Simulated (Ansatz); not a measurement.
This script drives the Ansatz DFT code, driven from Python.

The script, `scf.py`:
```python
'''Single point of ZnCo3.'''

import ansatz as az

structure = (
    az.Lattice.of((0.0, 2.84463, 2.84463), (2.84463, 0.0, 2.84463), (2.84463, 2.84463, 0.0))
    .atom('Zn', (0.0, 0.0, 0.0))
    .atom('Co', (0.25, 0.25, 0.25))
    .atom('Co', (0.75, 0.75, 0.75))
    .atom('Co', (0.5, 0.5, 0.5))
    .moments(Co=3.2)
)

# functional, basis and sampling
calculation = (
    structure.calculation()
    .basis(510)
    .functional('PBEsol')
    .kpoints(mesh=(7, 7, 7))
    .spin('collinear')
    .occupations('fermi_dirac', width=0.15)
    .bader_charges()
)
session = calculation.session()
planned = session.plan(threads=1)
result = planned.execute()
rep = result.report

print('%-22s %14.5f eV' % ('F = E - TS', rep['free_energy_ev']))
print('%-22s %14.5f eV' % ('E', rep['internal_energy_ev']))
print('%-22s %14.5f eV' % ('Harris-Foulkes', rep['harris_foulkes_ev']))
print('%-22s %14.5f eV' % ('Fermi level', rep['fermi_energy_ev']))

print(f'net moment {rep["magnetization_mub"]:.3f} muB, absolute {rep["absolute_magnetization_mub"]:.3f} muB')
for index, (site, m) in enumerate(zip(result.lattice.sites, rep['site_moments_mub'])):
    print(f'  {index:2d} {site.symbol:2s} {m:7.3f}')

charges = result.bader_charges()
for atom in charges.atoms:
    print(f'Bader charge {atom.symbol:2s} {atom.partial_charge_e:+.3f} e')
```

It is started by `python scf.py`. Estimate its wall time and peak memory on 1 thread of Arm Neoverse V2, with other jobs on the host.

It took about 45 s, with a peak of 0.48 GiB, for 1 run of the engine.

`python scf.py` gives:
```text
DeckWarning: where an SCF of this run starts from atoms to list the orders of its open shells, Co (sites 1, 2, 3, from 0) starts with 3.00 μB on its 3d shell, in the place of the 3.20 μB that the [...]
F = E - TS               -18559.76013 eV
E                        -18559.40652 eV
Harris-Foulkes           -18559.76013 eV
Fermi level                  16.69100 eV
net moment 4.459 muB, absolute 4.925 muB
   0 Zn  -0.030
   1 Co   1.414
   2 Co   1.414
   3 Co   1.837
Bader charge Zn +0.140 e
Bader charge Co -0.073 e
Bader charge Co -0.073 e
Bader charge Co +0.005 e
```
(Warnings from the package without file and line, shortened.)

What to keep in mind:
- Absolute energies stand on the zero of these potentials, so only differences at equal settings mean something. A total without «per atom» is that of the cell as typed.
- Other magnetic orders than the one started from may lie lower.
- For a metal this k-point mesh is coarse: on a finer one energies can move by several to tens of meV an atom and pressures by half a GPa or more, differences at one mesh by less.
- Only differences from the Fermi energy are physical; the zero of the scale is a convention.
- A Fermi-Dirac width this large means warm electrons, whose thermal share enters the free energy.
- The structure comes from a database of computed cells and needn't be a stable or known phase.

(Lines on the test bed's own set-up are left out of the output.)
